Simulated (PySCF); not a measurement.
# I6Nb ([NbI6]3-): the cost of one run

Programs: PySCF 2.14.0, with routines of our own; each step states its level. All values are computed. Atoms count from 0.

## 1. The system as given

7 atoms, charge -3, states of the metal's open shell are computed; geometry from: model geometry, bond lengths from ionic radii.

## 2. Ligand-field states: state-averaged CASSCF in water

The job: settings as JSON, then the geometry in Å.

```
{"job": {"kind": "lf", "basis": {"metal": "x2c-TZVPall", "ligand": "x2c-SVPall"}, "nevpt": true, "solvent": "water"}, "charge": -3, "metal": "Nb", "open_shell": "d2"}
Nb     0.000000     0.000000     0.000000
I      0.000000     0.000000     2.780000
I      0.000000     0.000000    -2.780000
I      2.780000     0.000000     0.000000
I     -2.780000     0.000000     0.000000
I      0.000000     2.780000     0.000000
I     -0.000000    -2.780000     0.000000
```

Method: state-averaged CASSCF of the metal d shell, SC-NEVPT2 on the averaged canonical orbitals, state-interaction spin-orbit coupling.

Run with:

```console
> OMP_NUM_THREADS=1 python lf_run.py task.json out
```

One launch serves the whole session: the jobs run in the order shown.

Q: Estimate the wall time and peak memory of this first job on 1 thread of Arm Neoverse N1, shared host.

About 5.5 min, with a peak of 0.66 GiB.
